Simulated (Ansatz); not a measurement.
# EuMnBi2: the cost of one run

Method: DFT PBE+U (U_eff = 6 eV on Eu 4f), scalar-relativistic, plane waves, PAW, in Ansatz 0.2.0.

These runs use a low cutoff (300 eV) and a coarse mesh on purpose, to show what cheap settings give: their numbers aren't properties of the material.

### Step 1. Starting point

The structure is orthorhombic, space group Immm (No. 71). Conventional cell: a = 4.557 Å, b = 4.578 Å, c = 22.500 Å, α = 90.00°, β = 90.00°, γ = 90.00°. Eu (site symmetry mm2) is surrounded by 8 Bi at 3.47 to 3.52 Å and 4 Mn at 3.72 to 3.74 Å. Mn (site symmetry mm2) has 4 Bi at 2.84 Å and 4 Mn at 3.23 Å as nearest neighbours. Bi (site symmetry mm2) is surrounded by 4 Mn at 2.84 Å. Around Bi (site symmetry mmm) lie 4 Bi at 3.23 Å and 4 Eu at 3.52 Å. Bi (site symmetry mmm) is surrounded by 4 Bi at 3.23 Å and 4 Eu at 3.51 Å.

As a file:

```cif
data_structure
_symmetry_space_group_name_H-M 'P 1'
_symmetry_Int_Tables_number 1
_cell_length_a 11.7046
_cell_length_b 11.7046
_cell_length_c 11.7046
_cell_angle_alpha 157.548
_cell_angle_beta 157.443
_cell_angle_gamma 32.038
_cell_volume 234.73
loop_
_atom_site_label
_atom_site_type_symbol
_atom_site_fract_x
_atom_site_fract_y
_atom_site_fract_z
_atom_site_occupancy
Eu1 Eu 0.11886 0.11886 0.00000 1
Eu2 Eu 0.88114 0.88114 0.00000 1
Mn1 Mn 0.75036 0.25036 0.50000 1
Mn2 Mn 0.24964 0.74964 0.50000 1
Bi1 Bi 0.32472 0.32472 0.00000 1
Bi2 Bi 0.67528 0.67528 0.00000 1
Bi3 Bi 0.50000 0.00000 0.50000 1
Bi4 Bi 0.00000 0.50000 0.50000 1
```

This cell comes from an earlier session at PBE+U (U_eff = 6 eV on Eu 4f): 29.341 Å³/atom at 0.01 GPa, on a 6×6×6 mesh. The large moments point both ways and cancel.

Volume factors to run: 0.980, 1.020, 0.960, 1.040.

### Step 2. At 0.980 of the relaxed volume

The input, input.yaml:

```yaml
crystal:
  lattice:
    - [-2.2633467993, 2.2738036532, 11.1746037412]
    - [2.2633467993, -2.2738036532, 11.1746037412]
    - [2.2633467993, 2.2738036532, -11.1746037412]
  atoms:
    - { symbol: Eu, position: [0.1188585443, 0.1188585443, 0.0], spin: 7.69 }
    - { symbol: Eu, position: [0.8811414924, 0.8811414924, 0.0], spin: -7.69 }
    - { symbol: Mn, position: [0.7503637596, 0.2503637596, 0.5], spin: 4.28 }
    - { symbol: Mn, position: [0.249636191, 0.749636191, 0.5], spin: -4.28 }
    - { symbol: Bi, position: [0.3247164082, 0.3247164082, 0.0] }
    - { symbol: Bi, position: [0.6752835913, 0.6752835913, 0.0] }
    - { symbol: Bi, position: [0.5000000074, 7.4e-09, 0.5] }
    - { symbol: Bi, position: [5.7e-09, 0.5000000057, 0.5] }
basis:
  ecutwfc: 300
  ecutrho_ratio: 4
kpoints:
  mp_grid: { grid: [6, 6, 6] }
hamiltonian:
  xc: pbe
  hubbard:
    sites:
      - { species: Eu, l: f, u_eff: 6.0, starting_ns: start.occupation_matrices }
    ns_hold: { iters: 6 }
scf:
  occupations: { method: gaussian, width: 0.05 }
  lower_state_search: "off"
output:
  forces: true
  stress: true
  eigenvalues: true
  populations: true
magnetization:
  spin_polarized: true
relax:
  f_tol: 0.01
  max_steps: 40
  cell: { stress_tol: 0.1, fix: [volume] }
```

The open shells start from the occupation matrices of the run at the neighbouring geometry (file start.occupation_matrices).

Launch:

```console
$ ansatz run input.yaml --threads 4 --pin off --max-ram 10240MiB --backend cpu --events-out ev --progress --plain --runs-dir out
```

**Question.** How long does this run take on 4 threads of Arm Neoverse V2, shared host, and how much memory does it need?

About 5.3 min, with a peak of 1.4 GiB.
